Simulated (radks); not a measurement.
# Xe inside a hard spherical wall

Aim: energy, levels and pressure of Xe as a wall, at which all orbitals vanish, closes in. The configuration stays [Xe].

The numbers are computed with radks (a radial shooting solver on a logarithmic mesh, Libxc functionals) version 1 (scalar-relativistic Kohn-Sham, LDA (Slater exchange, VWN5 correlation), spin-unpolarised, spherical densities, finite nucleus), except any that are marked as measured or tabulated.

## Step 1: What is computed

```
element            : xenon (Z = 54)
charge             : 0
electrons          : 54
configuration      : [Xe]
nuclear rms radius : 4.7859 fm
```

Outer shells as boxes (Hund's rule):

Xe
```
[Kr] core
4d [↑↓][↑↓][↑↓][↑↓][↑↓]
5s [↑↓]
5p [↑↓][↑↓][↑↓]
```

## Step 2: The free atom

Input:

```text
Z 54
configuration [Xe] 6s0 4f0 5d0
relativity scalar-relativistic
functional lda,vwn5
spin unpolarised
nucleus finite rms 4.7859 fm
c 137.035999084
```

## Step 3: Wall at 15 bohr

Input: that of step 2 with these lines changed.

```diff
@@ -6,2 +6,3 @@
 nucleus finite rms 4.7859 fm
+wall 15 bohr
 c 137.035999084
```

## Step 4: Wall at 12 bohr

Input: that of step 3 with these lines changed.

```diff
@@ -6,3 +6,3 @@
 nucleus finite rms 4.7859 fm
-wall 15 bohr
+wall 12 bohr
 c 137.035999084
```

## Step 5: Wall at 8 bohr

Input: that of step 4 with these lines changed.

```diff
@@ -6,3 +6,3 @@
 nucleus finite rms 4.7859 fm
-wall 12 bohr
+wall 8 bohr
 c 137.035999084
```

## Step 6: Wall at 6 bohr

Input: that of step 5 with these lines changed.

```diff
@@ -6,3 +6,3 @@
 nucleus finite rms 4.7859 fm
-wall 8 bohr
+wall 6 bohr
 c 137.035999084
```

## Step 7: Wall at 5 bohr

Input: that of step 6 with these lines changed.

```diff
@@ -6,3 +6,3 @@
 nucleus finite rms 4.7859 fm
-wall 6 bohr
+wall 5 bohr
 c 137.035999084
```

## Step 8: Wall at 3.5 bohr

Input: that of step 7 with these lines changed.

```diff
@@ -6,3 +6,3 @@
 nucleus finite rms 4.7859 fm
-wall 5 bohr
+wall 3.5 bohr
 c 137.035999084
```

## Step 9: Wall at 2.5 bohr

Input: that of step 8 with these lines changed.

```diff
@@ -6,3 +6,3 @@
 nucleus finite rms 4.7859 fm
-wall 3.5 bohr
+wall 2.5 bohr
 c 137.035999084
```

**Question.** What will these runs give? Wanted: for each run, R; E − E(free); ε(5p); ε(6s, empty); ε(5d, empty); ε(4f, empty); pressure.

The runs gave:

```
R (bohr)  E − E(free) (eV)  ε(5p) (eV)  ε(6s, empty) (eV)  ε(5d, empty) (eV)  ε(4f, empty) (eV)  pressure (GPa)
    free             0.000      -8.386             -0.498                  -                  -               0
      15             0.000      -8.386             -0.452              1.243              2.670        < 0.0001
      12             0.000      -8.385             -0.330              1.552              3.885        < 0.0001
       8             0.021      -8.346              0.789              2.579              7.434          0.0440
       6             0.477      -7.880              4.211              4.522             11.391            1.78
       5             2.313      -6.701              9.723              7.258             14.711            12.7
     3.5            27.511       2.016             40.946             21.848             26.363             334
     2.5            173.45      32.762             132.97             65.155             51.976            4780
```

What this shows: At the tightest wall, 2.5 bohr, the energy stands 173.45 eV above the free atom and the pressure, −dE/dV, is 4780 GPa. Of the levels in the table that exist at both ends, 6s (empty) rises most from the free atom (133.47 eV). From R = 3.5 bohr inwards the highest occupied level lies above zero, pushed up by confinement. Shells are not refilled when levels cross, and a hard wall is a model, not a crystal.
